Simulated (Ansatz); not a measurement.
Molecular dynamics of Nb

input.yaml

```yaml
crystal:
  lattice:
    - [6.914751, 0.0, 0.0]
    - [0.0, 6.914751, 0.0]
    - [0.0, 0.0, 6.914751]
  atoms:
    - { symbol: Nb, position: [-0.04296674, 0.02416456, 0.04196983] }
    - { symbol: Nb, position: [0.50043768, -0.04393863, -0.04273147] }
    - { symbol: Nb, position: [0.00559548, 0.43944943, -0.00882826] }
    - { symbol: Nb, position: [-0.00548726, -0.02316002, 0.48639796] }
    - { symbol: Nb, position: [0.22674682, 0.23306836, 0.23078563] }
    - { symbol: Nb, position: [0.51453511, 0.48880786, -0.01533781] }
    - { symbol: Nb, position: [0.49887656, -0.00764229, 0.48271978] }
    - { symbol: Nb, position: [0.72493134, 0.27010066, 0.17969433] }
    - { symbol: Nb, position: [-0.00792146, 0.48630734, 0.50902308] }
    - { symbol: Nb, position: [0.19506931, 0.72816921, 0.28228644] }
    - { symbol: Nb, position: [0.29860598, 0.25911113, 0.71999944] }
    - { symbol: Nb, position: [0.53918018, 0.55982407, 0.48041726] }
    - { symbol: Nb, position: [0.75309384, 0.74220012, 0.27510657] }
    - { symbol: Nb, position: [0.76515101, 0.24928496, 0.72927691] }
    - { symbol: Nb, position: [0.25849004, 0.73037317, 0.74483162] }
    - { symbol: Nb, position: [0.76841016, 0.75634532, 0.75164572] }
basis:
  ecutwfc: 500.0
kpoints:
  mp_grid: { grid: [2, 2, 2] }
hamiltonian:
  xc: r2scan
  dispersion: d3bj
scf:
  occupations: { method: fermi_dirac, width: 0.17 }
  lower_state_search: "off"
md:
  timestep: 3
  n_steps: 60
  ensemble: nvt_langevin
  temperature: 1600.0
  initial_velocities: maxwell_boltzmann
  seed: 822948
  friction: 0.02
  temperature_schedule:
    - { n_steps: 45, end_temperature: 300.0 }
    - { n_steps: 15, end_temperature: 300.0 }
```

Run as:

```bash
$ ansatz run input.yaml --threads 4 --pin off --max-ram 10240MiB --backend cpu --events-out ev --progress --plain --runs-dir out
```

It goes on from the last frame of an earlier run, with new velocities.

Output, in part (one step line in 2):

```
md step     0: t =     0.00 fs  T =  1500.0 K (target 1600.0 K)  F+E_penalty+E_count = -73017.87972430 eV  E_kin = 3.102240 eV  (12 SCF iters)
md step     2: t =     6.00 fs  T =  1442.5 K (target 1556.7 K)  F+E_penalty+E_count = -73018.13184976 eV  E_kin = 2.983289 eV  (11 SCF iters)
md step     4: t =    12.00 fs  T =  1533.0 K (target 1498.9 K)  F+E_penalty+E_count = -73018.39639652 eV  E_kin = 3.170556 eV  (11 SCF iters)
md step     6: t =    18.00 fs  T =  1552.8 K (target 1441.1 K)  F+E_penalty+E_count = -73018.64751592 eV  E_kin = 3.211492 eV  (9 SCF iters)
md step     8: t =    24.00 fs  T =  1464.2 K (target 1383.3 K)  F+E_penalty+E_count = -73018.88509196 eV  E_kin = 3.028289 eV  (9 SCF iters)
md step    10: t =    30.00 fs  T =  1777.3 K (target 1325.6 K)  F+E_penalty+E_count = -73019.05848265 eV  E_kin = 3.675675 eV  (11 SCF iters)
md step    12: t =    36.00 fs  T =  1578.3 K (target 1267.8 K)  F+E_penalty+E_count = -73019.22744529 eV  E_kin = 3.264091 eV  (8 SCF iters)
md step    14: t =    42.00 fs  T =  1848.3 K (target 1210.0 K)  F+E_penalty+E_count = -73019.38505469 eV  E_kin = 3.822538 eV  (8 SCF iters)
md step    16: t =    48.00 fs  T =  1876.4 K (target 1152.2 K)  F+E_penalty+E_count = -73019.48226871 eV  E_kin = 3.880753 eV  (8 SCF iters)
md step    18: t =    54.00 fs  T =  1777.1 K (target 1094.4 K)  F+E_penalty+E_count = -73019.48773974 eV  E_kin = 3.675329 eV  (9 SCF iters)
md step    20: t =    60.00 fs  T =  1435.6 K (target 1036.7 K)  F+E_penalty+E_count = -73019.51967015 eV  E_kin = 2.968985 eV  (10 SCF iters)
md step    22: t =    66.00 fs  T =  1393.2 K (target 978.9 K)  F+E_penalty+E_count = -73019.53770026 eV  E_kin = 2.881423 eV  (9 SCF iters)
md step    24: t =    72.00 fs  T =  1321.5 K (target 921.1 K)  F+E_penalty+E_count = -73019.56137281 eV  E_kin = 2.733132 eV  (9 SCF iters)
md step    26: t =    78.00 fs  T =  1233.7 K (target 863.3 K)  F+E_penalty+E_count = -73019.60045137 eV  E_kin = 2.551529 eV  (8 SCF iters)
md step    28: t =    84.00 fs  T =  1051.7 K (target 805.6 K)  F+E_penalty+E_count = -73019.70885174 eV  E_kin = 2.175165 eV  (8 SCF iters)
md step    30: t =    90.00 fs  T =  1075.9 K (target 747.8 K)  F+E_penalty+E_count = -73019.79811293 eV  E_kin = 2.225167 eV  (10 SCF iters)
md step    32: t =    96.00 fs  T =   933.9 K (target 690.0 K)  F+E_penalty+E_count = -73019.87854034 eV  E_kin = 1.931373 eV  (9 SCF iters)
md step    34: t =   102.00 fs  T =   833.8 K (target 632.2 K)  F+E_penalty+E_count = -73019.95204285 eV  E_kin = 1.724339 eV  (8 SCF iters)
md step    36: t =   108.00 fs  T =   782.5 K (target 574.4 K)  F+E_penalty+E_count = -73020.04670758 eV  E_kin = 1.618270 eV  (8 SCF iters)
md step    38: t =   114.00 fs  T =   585.3 K (target 516.7 K)  F+E_penalty+E_count = -73020.15974723 eV  E_kin = 1.210561 eV  (8 SCF iters)
md step    40: t =   120.00 fs  T =   695.5 K (target 458.9 K)  F+E_penalty+E_count = -73020.29483491 eV  E_kin = 1.438374 eV  (10 SCF iters)
md step    42: t =   126.00 fs  T =   868.0 K (target 401.1 K)  F+E_penalty+E_count = -73020.46896717 eV  E_kin = 1.795257 eV  (8 SCF iters)
md step    44: t =   132.00 fs  T =   813.6 K (target 343.3 K)  F+E_penalty+E_count = -73020.65348340 eV  E_kin = 1.682736 eV  (8 SCF iters)
md step    46: t =   138.00 fs  T =   680.8 K (target 300.0 K)  F+E_penalty+E_count = -73020.82062940 eV  E_kin = 1.408043 eV  (8 SCF iters)
md step    48: t =   144.00 fs  T =   601.2 K (target 300.0 K)  F+E_penalty+E_count = -73020.97019473 eV  E_kin = 1.243360 eV  (8 SCF iters)
md step    50: t =   150.00 fs  T =   725.1 K (target 300.0 K)  F+E_penalty+E_count = -73021.11200592 eV  E_kin = 1.499680 eV  (9 SCF iters)
md step    52: t =   156.00 fs  T =   633.0 K (target 300.0 K)  F+E_penalty+E_count = -73021.23307244 eV  E_kin = 1.309226 eV  (8 SCF iters)
md step    54: t =   162.00 fs  T =   592.1 K (target 300.0 K)  F+E_penalty+E_count = -73021.32376973 eV  E_kin = 1.224589 eV  (8 SCF iters)
md step    56: t =   168.00 fs  T =   621.0 K (target 300.0 K)  F+E_penalty+E_count = -73021.38882399 eV  E_kin = 1.284320 eV  (8 SCF iters)
md step    58: t =   174.00 fs  T =   568.1 K (target 300.0 K)  F+E_penalty+E_count = -73021.43079329 eV  E_kin = 1.174850 eV  (8 SCF iters)
md step    60: t =   180.00 fs  T =   530.8 K (target 300.0 K)  F+E_penalty+E_count = -73021.44209328 eV  E_kin = 1.097852 eV  (9 SCF iters)
```

All steps were run. The schedule's set-point averaged 412 K over the second half and the system 725 K, so it lags behind the ramp. A run of 0.18 ps of so small a system gives no equilibrium averages. Limits of this set-up: coarse k mesh.

Mean squared displacements from the first frame to the last, about the centre of mass: Nb 0.11 Å².

Last frame:

```xyz
16
Lattice="6.9148 0.0000 0.0000 0.0000 6.9148 0.0000 0.0000 0.0000 6.9148" Properties=species:S:1:pos:R:3
Nb 0.021 -0.154 0.058
Nb 3.411 -0.160 0.136
Nb 0.075 3.181 -0.074
Nb 0.086 -0.179 3.326
Nb 1.855 1.555 1.772
Nb 3.428 3.485 0.157
Nb 3.502 -0.109 3.483
Nb 5.397 1.665 1.647
Nb 0.097 3.247 3.457
Nb 1.713 5.103 1.637
Nb 1.756 1.639 5.172
Nb 3.477 3.343 3.467
Nb 5.153 5.099 1.802
Nb 5.415 1.597 5.200
Nb 1.702 5.081 5.180
Nb 5.124 5.131 5.140
```

The run took 32 min on 4 threads of Arm Neoverse N1, with other jobs on the host, peak memory 2.2 GiB.
